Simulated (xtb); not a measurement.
**CH6AsBOS (SMILES CSB(O)[AsH2]) at GFN1-xTB**

Wanted: a geometry optimisation of CH6AsBOS. 

The calculation is run with xtb 6.7.1.

4 further runs of the same task are left out: 4 set aside as unsound or not needed.

## (1) The structure to begin with

CH6AsBOS: 11 atoms, total charge 0, spin state singlet. SMILES: `CSB(O)[AsH2]`. All atoms were displaced at random from a relaxed shape. The run starts from this shape.

Bond lengths: C1–S2 1.828 Å, S2–B3 1.838 Å, B3–O4 1.334 Å, B3–As5 1.996 Å, C1–H6 1.265 Å, C1–H7 1.207 Å, C1–H8 0.967 Å, O4–H9 0.988 Å, As5–H10 1.539 Å, As5–H11 1.496 Å. Some angles: C1–S2–B3 89.0°, S2–B3–O4 121.0°, S2–B3–As5 123.5°, O4–B3–As5 115.4°, S2–C1–H6 112.3°, S2–C1–H7 106.4°, S2–C1–H8 123.3°, B3–O4–H9 125.0°, B3–As5–H10 93.8°, B3–As5–H11 97.4°.

## (2) A geometry optimisation at GFN1-xTB

detailed.inp reads:

```
$chrg 0
$spin 0
$end
```

geom.xyz reads:

```xyz
11

C     -1.28033     0.94260     0.42843
S     -0.99583     0.39214    -1.29123
B      0.28143    -0.77562    -0.67310
O     -0.06179    -1.88805    -0.02094
As     2.24377    -0.47365    -0.87921
H     -0.28319     1.55791     0.90635
H     -2.00816     1.90301     0.36334
H     -1.63896     0.36613     1.11746
H     -0.97683    -2.25882     0.02597
H      2.18446     0.96469    -0.33541
H      2.65250    -0.92103     0.48838
```

On the command line:

```bash
$ xtb geom.xyz --opt normal -I detailed.inp --gfn 1 --parallel 1 > run.log
```

Q: Predict the results. Wanted: total energy at the end; dipole moment; HOMO energy; LUMO energy; HOMO–LUMO gap; dispersion energy.

Computed results:

At GFN1-xTB:

| quantity | value |
| --- | --- |
| total energy at the end | -17.59680 Eh |
| dipole moment | 3.62 D |
| HOMO energy | -10.49 eV |
| LUMO energy | -5.84 eV |
| HOMO–LUMO gap | 4.66 eV |
| dispersion energy | -11.12 kJ/mol |

What this shows: At the final geometry: Bond lengths: C1–S2 1.820 Å, S2–B3 1.790 Å, B3–O4 1.368 Å, B3–As5 2.001 Å, C1–H6 1.089 Å, C1–H7 1.087 Å, C1–H8 1.089 Å, O4–H9 0.960 Å, As5–H10 1.490 Å, As5–H11 1.489 Å. Some angles: C1–S2–B3 105.3°, S2–B3–O4 124.0°, S2–B3–As5 119.4°, O4–B3–As5 116.1°, S2–C1–H6 110.9°, S2–C1–H7 106.9°, S2–C1–H8 111.2°, B3–O4–H9 119.4°, B3–As5–H10 95.0°, B3–As5–H11 94.0°. The optimisation took 55 steps and changed the energy by -1.502 eV. Mulliken charges run from -0.56 on O4 to +0.35 on B3.
